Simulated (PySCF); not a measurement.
# C2H9AlO (SMILES C[O+](C)[AlH3-]): levels of theory compared

Wanted: a comparison of 4 runs (HF/def2-SVP, HF/6-311+G**, B3LYP/def2-SVPD, wB97X/aug-cc-pVDZ) of C2H9AlO. The job is set up through a Python script.

Program for the calculation: PySCF 2.14.0.

## Step 1: The structure to begin with

The species is C2H9AlO (13 atoms), meant as a singlet with charge 0. As SMILES, `C[O+](C)[AlH3-]`. Geometry: relaxed at PBE0-D4/def2-TZVP.

Bond lengths: C1–O2 1.425 Å, O2–C3 1.425 Å, O2–Al4 1.981 Å, C1–H5 1.088 Å, C1–H6 1.092 Å, C1–H7 1.094 Å, C3–H8 1.092 Å, C3–H9 1.094 Å, C3–H10 1.088 Å, Al4–H11 1.599 Å, Al4–H12 1.599 Å, Al4–H13 1.605 Å. Some angles: C1–O2–C3 113.2°, C1–O2–Al4 117.0°, C3–O2–Al4 117.1°, O2–C1–H5 106.9°, O2–C1–H6 109.2°, O2–C1–H7 110.2°, O2–C3–H8 109.2°, O2–C3–H9 110.2°, O2–C3–H10 106.9°, O2–Al4–H11 98.6°.

## Step 2: Energy and gradient at HF/def2-SVP (run 1)

job.py

```python
import pyscf.grad
from pyscf import gto, scf

mol = gto.M(
    atom='''
C     -0.125900     1.186800    -0.841900
O     -0.308900     0.164400     0.133800
C      0.392100     0.416100     1.348700
Al    -0.343900    -1.706300    -0.517300
H     -0.717000     0.903500    -1.710600
H     -0.480900     2.137300    -0.437700
H      0.930200     1.262700    -1.115700
H      0.042900     1.358300     1.776700
H      1.468600     0.461800     1.160900
H      0.165400    -0.409200     2.020700
H     -1.404300    -1.526600    -1.700800
H     -0.793800    -2.422300     0.840100
H      1.196100    -1.861300    -0.942200
''',
    basis='def2-svp',
    verbose=4,
    max_memory=1860,
)

mf = scf.RHF(mol)
mf.conv_tol = 1e-10
mf.kernel()
if not mf.converged:
    mf = mf.newton().run(mf.mo_coeff, mf.mo_occ)

e_final = mf.e_tot
print('E(%s) = %.9f' % ('HF', e_final))
grad = mf.Gradients().kernel()
mf.analyze()
```

Command:

```bash
$ OMP_NUM_THREADS=1 python job.py
```

Standard output:

```text
PySCF version 2.14.0

[... 81 lines left out ...]
Total Energy =                        -397.544730373463949
[... 11 lines left out ...]
MO #5   energy= -4.83995265432328  occ= 2
[... 9 lines left out ...]
MO #15  energy= -0.60240867797541  occ= 2
[... 9 lines left out ...]
MO #25  energy= 0.199373402892124  occ= 0
[... 9 lines left out ...]
MO #35  energy= 0.466697207286661  occ= 0
[... 9 lines left out ...]
MO #45  energy= 0.762787522269311  occ= 0
[... 9 lines left out ...]
MO #55  energy= 0.968645158071831  occ= 0
[... 9 lines left out ...]
MO #65  energy= 1.70100439443225   occ= 0
[... 9 lines left out ...]
MO #75  energy= 1.97815963342078   occ= 0
[... 9 lines left out ...]
MO #85  energy= 2.30413698935845   occ= 0
[... 9 lines left out ...]
MO #95  energy= 2.97677526078733   occ= 0
[... 9 lines left out ...]
MO #105 energy= 3.80248685737102   occ= 0
[... 82 lines left out ...]
pop of  8 H 1s            0.89431
pop of  8 H 2s            0.00947
pop of  8 H 2px           0.00218
pop of  8 H 2py           0.00003
pop of  8 H 2pz           0.00014
pop of  9 H 1s            0.86451
pop of  9 H 2s            0.01044
pop of  9 H 2px           0.00013
pop of  9 H 2py           0.00121
pop of  9 H 2pz           0.00101
pop of  10 H 1s           1.22529
pop of  10 H 2s           0.00076
pop of  10 H 2px          0.00135
pop of  10 H 2py          0.00003
pop of  10 H 2pz          0.00156
pop of  11 H 1s           1.22533
pop of  11 H 2s           0.00076
pop of  11 H 2px          0.00035
pop of  11 H 2py          0.00065
pop of  11 H 2pz          0.00194
pop of  12 H 1s           1.23052
pop of  12 H 2s           0.00117
pop of  12 H 2px          0.00251
pop of  12 H 2py          0.00008
pop of  12 H 2pz          0.00031
 ** Mulliken atomic charges  **
charge of    0C =      0.00293
charge of    1O =     -0.40057
charge of    2C =      0.00293
charge of    3Al =      0.46725
charge of    4H =      0.12263
charge of    5H =      0.09349
charge of    6H =      0.09393
charge of    7H =      0.09347
charge of    8H =      0.09386
charge of    9H =      0.12270
charge of   10H =     -0.22899
charge of   11H =     -0.22903
charge of   12H =     -0.23460
Dipole moment(X, Y, Z, Debye):  1.15450,  5.19565,  1.55818
```

Wall time 34 s (1 thread of Intel Xeon at 2.50GHz (Skylake/Cascade Lake), shared host); peak memory 0.23 GiB.

## Step 3: Energy and forces at HF/6-311+G(d,p) (run 2)

mol.xyz

```xyz
13

C     -0.125900     1.186800    -0.841900
O     -0.308900     0.164400     0.133800
C      0.392100     0.416100     1.348700
Al    -0.343900    -1.706300    -0.517300
H     -0.717000     0.903500    -1.710600
H     -0.480900     2.137300    -0.437700
H      0.930200     1.262700    -1.115700
H      0.042900     1.358300     1.776700
H      1.468600     0.461800     1.160900
H      0.165400    -0.409200     2.020700
H     -1.404300    -1.526600    -1.700800
H     -0.793800    -2.422300     0.840100
H      1.196100    -1.861300    -0.942200
```

run.py

```python
import pyscf.grad
from pyscf import gto, scf

molecule = gto.M(
    atom='mol.xyz',
    basis='6-311+g**',
    max_memory=1860,
    verbose=3,
)

hf = scf.RHF(molecule)
hf.conv_tol = 1e-10
hf.kernel()
if not hf.converged:
    hf = hf.newton().run(hf.mo_coeff, hf.mo_occ)

etot = hf.e_tot
print('E = %.10f Eh' % etot)
grad = hf.Gradients().kernel()
hf.analyze()
```

Command:

```bash
$ OMP_NUM_THREADS=1 python run.py
```

Standard output:

```text
converged SCF energy = -397.7820216923
[... 16 lines left out ...]
MO #7   energy= -3.15527790599599  occ= 2
[... 12 lines left out ...]
MO #20  energy= -0.390729225953182 occ= 2
[... 12 lines left out ...]
MO #33  energy= 0.161045669153004  occ= 0
[... 12 lines left out ...]
MO #46  energy= 0.344723456596753  occ= 0
[... 12 lines left out ...]
MO #59  energy= 0.622552413494848  occ= 0
[... 12 lines left out ...]
MO #72  energy= 0.959297201451116  occ= 0
[... 12 lines left out ...]
MO #85  energy= 1.60905550253778   occ= 0
[... 12 lines left out ...]
MO #98  energy= 1.9013817794154    occ= 0
[... 12 lines left out ...]
MO #111 energy= 2.40162274318161   occ= 0
[... 12 lines left out ...]
MO #124 energy= 2.98143332114576   occ= 0
[... 12 lines left out ...]
MO #137 energy= 4.21856593466752   occ= 0
[... 12 lines left out ...]
MO #150 energy= 123.07817133415    occ= 0
[... 14 lines left out ...]
Dipole moment(X, Y, Z, Debye):  1.10707,  5.02644,  1.50981
```

It took 1.8 min on 1 thread of Intel Xeon at 2.50GHz (Skylake/Cascade Lake), shared host; peak memory 0.6 GiB.

Run 3 isn't shown in full; the table further down has it.

## Step 4: Energy and gradient at wB97X/aug-cc-pVDZ (run 4)

run.py

```python
import pyscf.grad
from pyscf import gto, dft

molecule = gto.Mole()
molecule.atom = '''
C   -0.125900   1.186800  -0.841900
O   -0.308900   0.164400   0.133800
C    0.392100   0.416100   1.348700
Al  -0.343900  -1.706300  -0.517300
H   -0.717000   0.903500  -1.710600
H   -0.480900   2.137300  -0.437700
H    0.930200   1.262700  -1.115700
H    0.042900   1.358300   1.776700
H    1.468600   0.461800   1.160900
H    0.165400  -0.409200   2.020700
H   -1.404300  -1.526600  -1.700800
H   -0.793800  -2.422300   0.840100
H    1.196100  -1.861300  -0.942200
'''
molecule.basis = 'aug-cc-pvdz'
molecule.max_memory = 1860
molecule.verbose = 4
molecule.build()

mf = dft.RKS(molecule, xc='wb97x')
mf.grids.level = 5
mf.conv_tol = 1e-10
mf.kernel()
if not mf.converged:
    mf = mf.newton().run(mf.mo_coeff, mf.mo_occ)

e_tot = mf.e_tot
print('E = %.10f Eh' % e_tot)
grad = mf.Gradients().kernel()
dip = mf.dip_moment()
pop, q = mf.mulliken_pop()
```

Command:

```bash
$ OMP_NUM_THREADS=1 python run.py
```

Standard output:

```text
PySCF version 2.14.0

[... 80 lines left out ...]
converged SCF energy = -399.221293476035
[... 13 lines left out ...]
Dipole moment(X, Y, Z, Debye):  0.94088,  4.75649,  1.45402
[... 152 lines left out ...]
pop of  10 H 2s           0.18521
pop of  10 H 3s          -0.02574
pop of  10 H 2px          0.00302
pop of  10 H 2py          0.00015
pop of  10 H 2pz          0.00353
pop of  10 H 3px         -0.00548
pop of  10 H 3py          0.00066
pop of  10 H 3pz         -0.00418
pop of  11 H 1s           0.72080
pop of  11 H 2s           0.18504
pop of  11 H 3s          -0.02576
pop of  11 H 2px          0.00092
pop of  11 H 2py          0.00143
pop of  11 H 2pz          0.00436
pop of  11 H 3px          0.00227
pop of  11 H 3py         -0.00219
pop of  11 H 3pz         -0.00904
pop of  12 H 1s           0.72054
pop of  12 H 2s           0.15951
pop of  12 H 3s          -0.03289
pop of  12 H 2px          0.00556
pop of  12 H 2py          0.00021
pop of  12 H 2pz          0.00082
pop of  12 H 3px         -0.01184
pop of  12 H 3py          0.00028
pop of  12 H 3pz          0.00206
 ** Mulliken atomic charges  **
charge of    0C =      1.12401
charge of    1O =     -0.35023
charge of    2C =      1.12301
charge of    3Al =     -0.80867
charge of    4H =     -0.38012
charge of    5H =     -0.22832
charge of    6H =     -0.13531
charge of    7H =     -0.22848
charge of    8H =     -0.13468
charge of    9H =     -0.38119
charge of   10H =      0.12206
charge of   11H =      0.12218
charge of   12H =      0.15575
```

Run time: 12 min. Hardware: 1 thread of Intel Xeon at 2.50GHz (Skylake/Cascade Lake), shared host; peak memory 2.4 GiB.

## Step 5: The series

```csv
run,level,integration grid,energy (Eh),dipole moment (D),HOMO energy (eV),LUMO energy (eV),wall time
1,HF/def2-SVP,–,-397.544730,5.55,-10.49,3.56,34 s
2,HF/6-311+G**,–,-397.782022,5.36,-10.51,1.43,1.8 min
3,B3LYP/def2-SVPD,5,-399.103657,5.08,-7.19,-0.18,3.3 min
4,wB97X/aug-cc-pVDZ,5,-399.221293,5.06,-9.85,0.88,12 min
```

## Step 6: Summary of results

```
                       quantity          value
            run 4: total energy  -399.22129 Eh
           run 4: dipole moment         5.06 D
             run 4: HOMO energy       -9.85 eV
             run 4: LUMO energy        0.88 eV
           run 4: HOMO–LUMO gap       10.73 eV
run 4: largest force on an atom     0.341 eV/Å
```

In words: The dipole moment (its size) runs from 5.06 D (wB97X/aug-cc-pVDZ) to 5.55 D (HF/def2-SVP). The two ends differ in method and basis. The HOMO–LUMO gap runs from 7.01 eV (B3LYP/def2-SVPD) to 14.05 eV (HF/def2-SVP). Totals of different functionals can't be ranked against each other. All runs together took 17 min, the longest 12 min.
